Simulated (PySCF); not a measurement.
# CHBr (triplet): geometry, EPR parameters

What EPR parameters should CHBr (triplet) (`[CH]Br`) show?

Computed with PySCF 2.14.0, with density-fitted response routines of our own, on a single molecule in the gas phase. Atoms are numbered from 0 throughout.

## (1) The starting structure

3 atoms, charge 0, multiplicity 3; geometry from: GFN2-xTB.

Bonds of the start (Å): C0–Br1 1.79, C0–H2 1.07.

## (2) Geometry optimisation at PBE0-D3(BJ)/def2-SVP

What the job is given:

```
{"job": {"xc": "PBE0", "basis": "def2-SVP", "d3": "d3bj", "grid": 1, "kind": "geom"}, "charge": 0, "multiplicity": 3}
C     -0.294520     0.370130    -0.005770
Br     1.439060    -0.068680    -0.023260
H     -1.121580    -0.306520     0.003930
```

Log:

```text
step   0  E = -2612.03287534  max force = 0.016071
step   1  E = -2612.03351177  max force = 0.000891
step   2  E = -2612.03351373  max force = 0.000088
optimisation converged
```

It took 3.3 s on 1 thread, shared host.

Relaxation path:

| step | energy from step 0 (eV) | largest force component (eV/Å) |
| --- | --- | --- |
| 0 | 0.0000 | 0.8264 |
| 1 | -0.0173 | 0.0458 |
| 2 | -0.0174 | 0.0045 |

Close pairs (by a distance rule), those that changed most:

| bond | before (Å) | after (Å) | change (Å) |
| --- | --- | --- | --- |
| C0–H2 | 1.069 | 1.095 | +0.026 |
| C0–Br1 | 1.788 | 1.806 | +0.017 |

The final coordinates are the input of the step that follows.

| at the end point | value |
| --- | --- |
| point group (found at 0.08 Å tolerance) | Cs |
| rotational constants (GHz, main isotopes) | 775.1, 12.946, 12.734 |
| dipole moment (D) | 0.77 |
| ⟨S²⟩ | 2.008 |

## (3) EPR parameters: B3LYP/def2-TZVP-core+IGLO-III+pcH-1

What the job is given:

```
{"job": {"kind": "epr"}, "charge": 0, "multiplicity": 3}
C     -0.290629     0.370231    -0.005856
Br     1.461621    -0.064969    -0.023472
H     -1.148032    -0.310332     0.004228
```

Level: UKS B3LYP, IGLO-III on C, def2-TZVP-core on Br, pcH-1 on H, non-relativistic, mean-field spin-orbit, GIAO.

Log:

```text
UKS, coarse grid
  cycle   1  E = -2612.73309069  |g| = 1.58e+00
  cycle   2  E = -2612.73373541  |g| = 6.22e-01
  cycle   3  E = -2612.73690140  |g| = 3.92e-01
  cycle   4  E = -2612.77353797  |g| = 1.17e-01
  cycle   5  E = -2612.78174373  |g| = 1.11e-02
  cycle   6  E = -2612.78182621  |g| = 4.19e-03
  cycle   7  E = -2612.78183797  |g| = 1.44e-03
  cycle   8  E = -2612.78184166  |g| = 3.92e-04
UKS, final grid
  cycle   1  E = -2612.78184879  |g| = 2.92e-04
  cycle   2  E = -2612.78184873  |g| = 4.65e-04
  cycle   3  E = -2612.78184884  |g| = 3.94e-05
  cycle   4  E = -2612.78184884  |g| = 2.09e-05
E = -2612.78184884 Eh   <S^2> = 2.0079 (exact 2.0000)
g shifts (ppm)      1          2          3
  rmc          -177       -177       -177
  gc             37         18         -2
  oz_so        1461       9855      14478
  total        1323       9699      14300
hyperfine (MHz)  atom isotope    a_iso     a_fc   dipolar eigenvalues
    0   13C     317.85     316.43    -70.97     18.19     52.77
    1  79Br      26.33      32.18   -157.27     44.96    112.31
    2    1H      38.44      38.28    -22.76    -12.98     35.75
zero-field splitting (cm-1)  D = 27.2069  E = 0.1775  (spin-spin 0.6096, spin-orbit 26.6508)
```

It took 24 s on 1 thread, shared host.

Principal g values 2.00364, 2.01202, 2.01662; g(iso) = 2.01076, against 2.00232 for a free electron.

Hyperfine couplings, nucleus by nucleus at this fixed geometry (no averaging over rotations):

| nuclei | isotope | a(iso) (MHz) | a(iso) (G, at g = 2.0023) | largest dipolar term (MHz) |
| --- | --- | --- | --- | --- |
| C0 | 13C | 317.9 | 113.4 | -71.0 |
| H2 | 1H | 38.4 | 13.7 | 35.7 |
| Br1 | 79Br | 26.3 | 9.4 | -157.3 |

Zero-field splitting: D = 27.207 cm⁻¹ (spin-spin 0.610, spin-orbit 26.651), E = 0.177 cm⁻¹.

Mulliken spin populations:

| atom | value (e) |
| --- | --- |
| C0 | 1.76 |
| Br1 | 0.24 |
| H2 | 0.00 |

## (4) What came out

| quantity | value |
| --- | --- |
| point group | Cs |
| rotational constants (main isotopes) | 775.06, 12.95, 12.73 GHz |
| D, E (B3LYP) | 27.207, 0.177 cm⁻¹ |
| g(iso) (B3LYP) | 2.01076 |
| ⟨S²⟩ | 2.008 (exact 2.00) |
| largest a(iso) | 13C on C0, 317.9 MHz |

What this shows: Over 2 steps the energy fell by 0.017 eV; of the close pairs, C0–H2 changed most, 1.069 to 1.095 Å. No frequency check was run at this level, so the end point may be a saddle. C0 carries the largest spin population, 1.76 e. The isotropic g lies 8.4 ppt above the free-electron value. The hyperfine terms hold no scalar relativity, which the heavier nuclei need. The triplet studied here may not be the ground state; the singlet was not compared.
